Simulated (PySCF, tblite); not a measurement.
**C2H13ClOSi4: geometry, infrared bands and NMR shifts**

What infrared bands and NMR shifts should C2H13ClOSi4 (`COC[SiH2][Si]([SiH3])([SiH3])Cl`) show?

Computed with tblite 0.8.0 and PySCF 2.14.0, with density-fitted response routines of our own, on a single molecule in the gas phase. Atoms are numbered from 0 throughout.

## (1) Starting geometry

21 atoms, charge 0, multiplicity 1; geometry from: force field or distance geometry start.

Bonds of the start (Å): C0–O1 1.43, O1–C2 1.44, C2–Si3 1.88, Si3–Si4 2.27, Si4–Si5 2.28, Si4–Si6 2.26, Si4–Cl7 2.05, C0–H8 1.09, C0–H9 1.09, C0–H10 1.09, C2–H11 1.09, C2–H12 1.11, Si3–H13 1.50, Si3–H14 1.48, Si5–H15 1.50, Si5–H16 1.49, Si5–H17 1.48, Si6–H18 1.49, Si6–H19 1.49, Si6–H20 1.49.

## (2) Relaxing the molecule with GFN2-xTB

Job settings and geometry (Å):

```
{"job": {"kind": "relax", "xc": "GFN2-xTB", "basis": "xTB"}, "charge": 0, "multiplicity": 1}
C      2.812300     0.736000     0.339500
O      1.499800     0.416100     0.815000
C      1.229000    -0.996600     0.759400
Si     0.307200    -1.600400    -0.765500
Si    -1.553100    -0.338900    -1.097100
Si    -0.918400     1.787300    -1.606700
Si    -2.713400    -0.231100     0.844600
Cl    -2.688700    -1.134500    -2.607700
H      2.923500     0.427900    -0.701800
H      2.923100     1.822400     0.404300
H      3.567900     0.264500     0.959500
H      2.136300    -1.574700     0.904500
H      0.586400    -1.208900     1.636900
H     -0.060800    -3.036200    -0.564200
H      1.201700    -1.533700    -1.941900
H     -0.302400     2.481000    -0.431000
H      0.070500     1.794900    -2.717000
H     -2.089500     2.589800    -2.026300
H     -1.873200     0.316300     1.948100
H     -3.143200    -1.592900     1.267800
H     -3.924000     0.628700     0.714000
```

Launch:

```bash
$ OMP_NUM_THREADS=1 python probes_run.py task.json out
```

The driver reads the jobs from task.json and runs them one after another.

**Question.** This job is followed by: GFN2-xTB harmonic vibrations, gas phase; GIAO PBE0/pcSseg-1 NMR shielding, non-relativistic, gas phase. Predict these results of the whole session: strongest single infrared mode (GFN2-xTB); zero-point energy (GFN2-xTB); 13C shifts against TMS (PBE0/pcSseg-1); 1H shifts against TMS (PBE0/pcSseg-1, means over atoms taken as alike); 17O shifts against H2O (PBE0/pcSseg-1); 29Si shifts against TMS (PBE0/pcSseg-1, means over atoms taken as alike); 35Cl shifts against HCl (PBE0/pcSseg-1); surface potential, 1st and 99th percentile.

As calculated:

```
                                                                quantity                       value
                               strongest single infrared mode (GFN2-xTB)       744 cm⁻¹, 1026 km/mol
                                            zero-point energy (GFN2-xTB)               84.1 kcal/mol
                                  13C shifts against TMS (PBE0/pcSseg-1)              63.9, 61.0 ppm
  1H shifts against TMS (PBE0/pcSseg-1, means over atoms taken as alike)  4.54, 3.83, 3.54, 3.32 ppm
                                  17O shifts against H2O (PBE0/pcSseg-1)                    14.5 ppm
29Si shifts against TMS (PBE0/pcSseg-1, means over atoms taken as alike)     -13.5, -60.3, -99.8 ppm
                                 35Cl shifts against HCl (PBE0/pcSseg-1)                    -110 ppm
                                   surface potential, 1st and 99th percentile          -1.01 V and 1.11 V
```

In words: Relaxing lowered the energy by 0.405 eV in 120 steps; the close pair that moved most is Si4–Si6, from 2.265 to 2.351 Å. The lowest mode is slightly imaginary (4i cm⁻¹), a soft motion within the noise of the Hessian, so the minimum is not strictly shown. The strongest single mode, at 744 cm⁻¹, has its largest shares on H15, H18, H17 and H20 (the list is cut at 4 atoms). Unscaled tight-binding wavenumbers are off by several per cent, some by more. Its intensities can rank the bands wrongly. At PBE0/pcSseg-1: The widest tensor belongs to Si4: span 168 ppm, with a paramagnetic part of -516 ppm. By nearest atom (PBE0/pcSseg-1), the HOMO sits on O1 44 %; C2 13 % and the LUMO on Si4 31 %; Si3 12 %.
